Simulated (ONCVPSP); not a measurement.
# Pseudopotential generation for Zr: ONCV, LDA (Perdew-Zunger)

Aim: build the potential from the settings below, then test how well it stands in for the atom: other configurations, scattering, ghost states and the plane-wave cutoff that it needs.

Program: ONCVPSP 4.0.1. Reference atom: LDA (Perdew-Zunger), scalar-relativistic, spherical and spin-unpolarised. All values are calculated.

## Step 1: Settings

Typed settings, in words:

```
element                 : zirconium (Zr, Z = 40)
type                    : optimised norm-conserving Vanderbilt (ONCV)
frozen core             : [Ar] 3d10
valence charge          : 12
reference configuration : 4s2 4p6 4d2 5s1.75 (charge +0.25)
partial waves           : 4s+5s: rc 2.00 bohr, ncon 3, nbas 6, qcut 5.9 1/bohr, 2 projectors; 4p: rc 1.25 bohr, ncon 4, nbas 8, qcut 7.3 1/bohr, 1 projector; 4d: rc 2.05 bohr, ncon 4, nbas 8, qcut 4.5 1/bohr, 2 projectors, debl 3.5 Ha
local potential         : polynomial inside 0.95 bohr (lpopt 5, dvloc0 1 Ha)
core correction         : not asked for
```

An earlier all-electron run gives the scale for the radii.

All-electron outer shells of the reference configuration (LDA (Perdew-Zunger), scalar-relativistic, ld1.x):

```csv
shell,level (eV),outermost node (bohr),outermost maximum (bohr)
3d,-176.51,–,0.35
4s,-56.08,0.55,1.08
4p,-34.07,0.56,1.17
5s,-5.94,1.46,3.08
4d,-5.25,0.58,1.61
5p,-2.70,1.69,4.00
```

## Step 2: Generating the potential

Input file Zr.dat:

```
# ATOM AND REFERENCE CONFIGURATION
# atsym  z   nc   nv     iexc    psfile
  Zr 40.00    6    4        3      upf
#
#   n    l    f
    1    0    2.00
    2    0    2.00
    2    1    6.00
    3    0    2.00
    3    1    6.00
    3    2   10.00
    4    0    2.00
    4    1    6.00
    4    2    2.00
    5    0    1.75
#
# PSEUDOPOTENTIAL AND OPTIMIZATION
# lmax
    2
#
#   l,   rc,      ep,       ncon, nbas, qcut
    0    2.00    0.00    3    6    5.90
    1    1.25    0.00    4    8    7.30
    2    2.05    0.00    4    8    4.50
#
# LOCAL POTENTIAL
# lloc, lpopt,  rc(5),   dvloc0
    4    5    0.95    1.00
#
# VANDERBILT-KLEINMAN-BYLANDER PROJECTORs
# l, nproj, debl
    0    2    1.40
    1    1    3.10
    2    2    3.50
#
# MODEL CORE CHARGE
# icmod, fcfact, rcfact
    0    0.00    0.00
#
# LOG DERIVATIVE ANALYSIS
# epsh1, epsh2, depsh
   -4.00    5.00    0.02
#
# OUTPUT GRID
# rlmax, drl
    6.00    0.01
#
# TEST CONFIGURATIONS
# ncnf
    4
# nvcnf
#   n    l    f
    4
    4    0    2.00
    4    1    6.00
    4    2    2.00
    5    0    2.00
#
    4
    4    0    2.00
    4    1    6.00
    4    2    2.00
    5    0    1.00
#
    4
    4    0    2.00
    4    1    6.00
    4    2    2.00
    5    0    0.00
#
    5
    4    0    2.00
    4    1    6.00
    4    2    2.00
    5    0    0.00
    5    1    1.00
#
```

Launch:

```sh
$ oncvpsp.x < Zr.dat > Zr.out
```

Before running it: what results should come out? Wanted: cutoffs for 1 and 0.1 mHa per electron, occupied waves; bound ghosts; GHOST(+) flags; largest test error; largest phase difference near zero energy, channels read.

The runs gave:

| quantity | value |
| --- | --- |
| cutoffs for 1 and 0.1 mHa per electron, occupied waves | 25 Ha and 67 Ha |
| bound ghosts | none found |
| GHOST(+) flags | s at 25 eV, d at 304 eV |
| largest test error (AE − PS) | +43 meV, for 4s2 4p6 4d2 5s0 5p1 |
| largest phase difference near zero energy, channels read | 0.012 rad |

**Reading.** By total energies transferability is fair: the largest error is 43 meV on 9.8 eV, for 4s2 4p6 4d2 5s0 5p1. It counts as of middling hardness, with 25 Ha needed at the looser tolerance. The tighter tolerance needs 67 Ha, and converged work needs a cutoff nearer that. At the looser tolerance the 4p wave is the slowest; 4d needs 20 Ha. It is free of bound ghosts as far as tested. Near zero energy the phases of the channels with partial waves agree within 0.012 rad. The pseudo curves have a pole with no partner nearby in the atom's: s at 0.90 Ha. At positive energy that is a spurious or a displaced resonance. The program also flags highly localised states, GHOST(+) (s, d). All of this concerns the isolated atom, not yet a solid.
